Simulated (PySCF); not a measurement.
# Si3NH9: electronic excitations and core binding energies

Wanted: the electronic excitations and core binding energies of Si3NH9 (`[SiH3]N([SiH3])[SiH3]`), by calculation.

Computed with PySCF 2.14.0, with density-fitted response routines of our own, on a single molecule in the gas phase. Atoms are numbered from 0 throughout.

## (1) Starting geometry

13 atoms, charge 0, multiplicity 1; geometry from: GFN2-xTB.

Bonds of the start (Å): Si0–N1 1.74, N1–Si2 1.74, N1–Si3 1.74, Si0–H4 1.46, Si0–H5 1.47, Si0–H6 1.46, Si2–H7 1.46, Si2–H8 1.46, Si2–H9 1.47, Si3–H10 1.47, Si3–H11 1.46, Si3–H12 1.46.

## (2) TDDFT and polarisability: PBE0/def2-SVPD

The job: settings as JSON, then the geometry in Å.

```
{"job": {"kind": "uv", "xc": "PBE0", "basis": "def2-SVPD", "nstates": 8, "ntriplets": 3}, "charge": 0, "multiplicity": 1}
Si     0.290597     1.650175     0.548625
N      0.027366     0.035999    -0.057878
Si    -1.601950    -0.507489    -0.361634
Si     1.315162    -1.136361     0.042857
H     -0.672072     2.531625    -0.108719
H      0.101217     1.689450     2.003512
H      1.660617     2.030229     0.210157
H     -2.348400     0.619530    -0.916547
H     -1.528882    -1.606536    -1.321894
H     -2.230104    -0.965902     0.883032
H      1.355627    -1.739766     1.380068
H      1.057285    -2.162196    -0.965196
H      2.569148    -0.438270    -0.232702
```

Method: TDDFT PBE0/def2-SVPD, vertical, gas phase, core orbitals frozen in the response.

Log:

```text
coarse grid: 11520 points
cycle   1  E = -927.7775602674  dE = -1.361e-02  |g| = 4.307e-01  |ddm| = 4.033e+00
cycle   2  E = -927.7089006401  dE =  6.866e-02  |g| = 6.827e-01  |ddm| = 1.401e+00
cycle   3  E = -927.8168305622  dE = -1.079e-01  |g| = 5.273e-02  |ddm| = 8.656e-01
cycle   4  E = -927.8175901818  dE = -7.596e-04  |g| = 1.054e-02  |ddm| = 1.266e-01
cycle   5  E = -927.8176291151  dE = -3.893e-05  |g| = 1.043e-03  |ddm| = 2.036e-02
cycle   6  E = -927.8176295291  dE = -4.140e-07  |g| = 3.028e-04  |ddm| = 3.172e-03
final grid: 95120 points
cycle   7  E = -927.9269656156  dE = -6.690e-06  |g| = 4.379e-03  |ddm| = 5.104e-02
cycle   8  E = -927.9269571967  dE =  8.419e-06  |g| = 7.509e-03  |ddm| = 1.372e-02
cycle   9  E = -927.9269699519  dE = -1.276e-05  |g| = 9.114e-05  |ddm| = 8.686e-03
cycle  10  E = -927.9269699547  dE = -2.809e-09  |g| = 4.240e-05  |ddm| = 2.989e-04
cycle  11  E = -927.9269699554  dE = -6.667e-10  |g| = 5.213e-06  |ddm| = 9.340e-05
converged SCF energy = -927.9269699554

Static polarisability (au): isotropic 85.536, principal 75.191 90.707 90.709

Singlet excitations
state   eV       nm        f      main configurations
  1   5.8574    211.7   0.00043   H->L 0.99
  2   6.8502    181.0   0.00194   H->L+2 0.98
  3   6.8517    181.0   0.00191   H->L+3 0.98
  4   7.0595    175.6   0.06140   H->L+1 0.98
  5   7.4721    165.9   0.00000   H->L+6 0.97
  6   7.5053    165.2   0.00310   H->L+4 0.87
  7   7.5065    165.2   0.00310   H->L+5 0.87
  8   7.7527    159.9   0.00000   H-1->L 0.97

Triplet excitations (Tamm-Dancoff, eV): 5.5555 6.6106 6.6130
```

Run time: 17 s. Hardware: 1 thread, shared host.

Frontier orbitals and where they lie:

```csv
orbital,eV,atoms
HOMO−3,-9.63,"N1 16 %, Si0 15 %, Si2 13 %"
HOMO−2,-9.63,"N1 16 %, Si3 15 %, Si2 13 %"
HOMO−1,-9.38,"Si0 15 %, Si2 15 %, Si3 15 %"
HOMO,-7.54,"N1 50 %, Si2 8 %, Si0 8 %"
LUMO,-0.34,"Si3 17 %, Si0 17 %, Si2 17 %"
LUMO+1,0.54,"Si3 19 %, Si0 19 %, Si2 19 %"
LUMO+2,0.63,"Si0 24 %, Si2 24 %, Si3 8 %"
```

With each of the 8 states as a Gaussian band of 0.4 eV half-width at 1/e, the curve within the window shown has maxima at 176 nm (ε 2,700) L/(mol cm). Beyond the last state computed it falls off for lack of states. The curve at chosen wavelengths:

nm, ε (L/mol/cm) and a bar:
```
      154         44 
      157        126 #
      160        299 ###
      164        767 #########
      167       1336 ###############
      170       1995 #######################
      173       2516 #############################
      177       2629 ##############################
      180       2252 ##########################
      183       1666 ###################
      186       1079 ############
      190        504 ######
      193        254 ###
      196        119 #
      199         56 #
      203         25 
      206         20 
      209         18 
      212         18 
      216         16 
      219         14 
      222         11 
      225          8 
      229          5 
      232          3 
      235          2
```

Ground-state properties from the same run:

```csv
property,computed
dipole moment (D),0.02
polarisability (Å³),12.68
HOMO–LUMO gap (eV),7.21
−ε(HOMO) (eV),7.55
```

## (3) X-ray photoelectron lines: SCAN, X2C

Same as in step 2 but for these lines:

```diff
@@ -1,2 +1,2 @@
-{"job": {"kind": "uv", "xc": "PBE0", "basis": "def2-SVPD", "nstates": 8, "ntriplets": 3}, "charge": 0, "multiplicity": 1}
+{"job": {"kind": "xps"}, "charge": 0, "multiplicity": 1}
 Si     0.290597     1.650175     0.548625
```

With the program's defaults for keys left out, this is: delta-SCF UKS SCAN, pcX-2 on the ionised atom, pcseg-1 elsewhere, spin-free X2C.

Log:

```text
ground state, core basis on atom 0 (Si), 155 functions
  cycle   1  E = -930.33012915  |g| = 5.35e-01
  cycle   2  E = -930.15342997  |g| = 9.93e-01
  cycle   3  E = -930.39005238  |g| = 8.65e-02
  cycle   4  E = -930.39219444  |g| = 2.00e-02
  cycle   5  E = -930.39230697  |g| = 3.32e-03
  cycle   6  E = -930.39231181  |g| = 9.46e-04
  cycle   7  E = -930.39231030  |g| = 2.27e-04
  E(ground) = -930.44826929 Eh
hole in Si 1s of atom 0
  cycle   1  E = -861.46038230  |g| = 4.35e+00
  cycle   2  E = -861.61722299  |g| = 2.10e+00
  cycle   3  E = -862.23876764  |g| = 6.89e-01
  cycle   4  E = -862.46648535  |g| = 3.11e-01
  cycle   5  E = -862.50286226  |g| = 1.59e-01
  cycle   6  E = -862.51517690  |g| = 2.62e-02
  cycle   7  E = -862.51545743  |g| = 6.83e-03
  cycle   8  E = -862.51548453  |g| = 1.53e-03
  cycle   9  E = -862.51548613  |g| = 2.32e-04
  E(ion) = -862.57909401 Eh   <S^2> = 0.7522   hole on atom = 1.000   binding energy = 1846.814 eV
hole in Si 2p of atom 0
  cycle   1  E = -926.11848949  |g| = 1.24e+00
  cycle   2  E = -926.04358354  |g| = 1.05e+00
  cycle   3  E = -926.40632361  |g| = 2.45e-01
  cycle   4  E = -926.43185343  |g| = 1.36e-01
  cycle   5  E = -926.43942882  |g| = 5.14e-02
  cycle   6  E = -926.44080536  |g| = 5.62e-03
  cycle   7  E = -926.44081823  |g| = 1.82e-03
  cycle   8  E = -926.44082173  |g| = 1.49e-04
  E(ion) = -926.50711587 Eh   <S^2> = 0.7517   hole on atom = 1.003   binding energy = 107.244 eV
  2p3/2 = 107.016 eV   2p1/2 = 107.640 eV
ground state, core basis on atom 1 (N), 144 functions
  cycle   1  E = -930.31255922  |g| = 7.49e-02
  cycle   2  E = -930.31260651  |g| = 1.84e-02
  cycle   3  E = -930.31256428  |g| = 2.44e-02
  cycle   4  E = -930.31271415  |g| = 6.37e-03
  cycle   5  E = -930.31272270  |g| = 4.86e-04
  E(ground) = -930.40781925 Eh
hole in N 1s of atom 1
  cycle   1  E = -914.74530634  |g| = 1.88e+00
  cycle   2  E = -913.85688117  |g| = 2.21e+00
  cycle   3  E = -915.40794307  |g| = 4.26e-01
  cycle   4  E = -915.47232483  |g| = 1.11e-01
  cycle   5  E = -915.47789273  |g| = 1.21e-02
  cycle   6  E = -915.47799007  |g| = 4.21e-03
  cycle   7  E = -915.47800538  |g| = 1.18e-03
  cycle   8  E = -915.47800779  |g| = 2.61e-04
  E(ion) = -915.57109024 Eh   <S^2> = 0.7668   hole on atom = 1.000   binding energy = 403.728 eV
```

It took 21 s on 1 thread, shared host.

The holes in one table. −ε is the ground-state orbital energy:

```csv
hole,stands for,environment,ΔSCF (eV; 2p as the shell's mean),−ε (eV),⟨S²⟩
Si1s on Si0,"Si0, Si2, Si3","silicon bonded to N, 3 H",1846.81,1793.5,0.752
Si2p on Si0,"Si0, Si2, Si3","silicon bonded to N, 3 H",107.22,96.4,0.752
N1s on N1,N1,nitrogen bonded to 3 Si,403.73,385.5,0.767
```

Each hole run stands for the others of its class of like atoms.

With the spin-orbit splitting: Si0 2p3/2 107.02, 2p1/2 107.64 eV. The table gives each 2p level as the mean over the whole 2p shell (two parts 2p3/2, one part 2p1/2), which differs a little from the single hole in the log.

## (4) Results

| quantity | value |
| --- | --- |
| lowest singlet (PBE0/def2-SVPD) | 5.86 eV (212 nm), f = 0.000 |
| brightest single state of those computed | state 4, 7.06 eV, f = 0.061 |
| lowest triplet | 5.56 eV |
| Si1s binding energies, SCAN/pcX-2 | Si0 1846.81 eV |
| Si2p binding energies, SCAN/pcX-2 | Si0 107.22 eV |
| N1s binding energies, SCAN/pcX-2 | N1 403.73 eV |

The lowest singlet, at 5.86 eV, is HOMO→LUMO 0.99 and is dark; of the 8 states computed, the strongest absorption comes from state 4 at 7.06 eV. The lowest triplet lies 0.30 eV below the lowest singlet (triplets in Tamm-Dancoff, singlets in full TDDFT).
